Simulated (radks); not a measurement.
**A spherical jellium cluster from 1 to 9 electrons**

Aim: add electrons one at a time to a jellium sphere with rs = 3.58 bohr, try the lowest free levels for each, keep the configuration of least energy, and see where shells close. The background charge grows with the count, so each cluster is neutral; its cation and anion are computed too.

Program: radks, version 2. Model: non-relativistic spin-polarised Kohn-Sham, LDA (Slater exchange, Perdew-Wang correlation), spherically averaged shells. All values are calculated.

### 1 The model

```
well                     : a jellium sphere with rs = 3.58 bohr
functional               : LDA (Slater exchange, Perdew-Wang correlation)
levels                   : named by radial order: 1s, 1p, 1d, 2s, 1f and so on
units                    : hartree and bohr; summary energies in eV
configuration carried in : none
```

After this run come: 1 electrons; N = 2; N = 3; 4 electrons; 5 electrons; 6 electrons; N = 7; Electron number 8; Electron number 9.

**Question.** What will these runs give? Wanted: closed shells at N; largest second difference; most unpaired electrons; ionisation energies; polarisability at N = 2; configuration at N = 9.

As calculated:

| quantity | value |
| --- | --- |
| closed shells at N | 2 and 8 |
| largest second difference | 1.45 eV at N = 8 (of N = 2 to 8) |
| most unpaired electrons | 3 at N = 5 |
| ionisation energies | 3.58 to 5.74 eV |
| polarisability at N = 2 | 159.2 bohr³ |
| configuration at N = 9 | 1s2 1p6 1d(up 1, down 0) |

What this shows: Shells close at N = 2 and 8; the largest second difference falls on N = 8. The largest moment in range is 3, first at N = 5: exchange favours parallel spins in open shells. The polarisability at N = 2 is 1.73 times the classical R³, since electrons spill past the background. The anion gave no bound, converged state at N = 2, 3, 4, 5, 6, 8 and 9; semilocal functionals bind extra electrons too weakly, through self-interaction. The ions keep the filling of the neutral cluster, less or plus one electron, without a search of their own. Only a few candidates are tried at each count, so a lower state may have been missed.
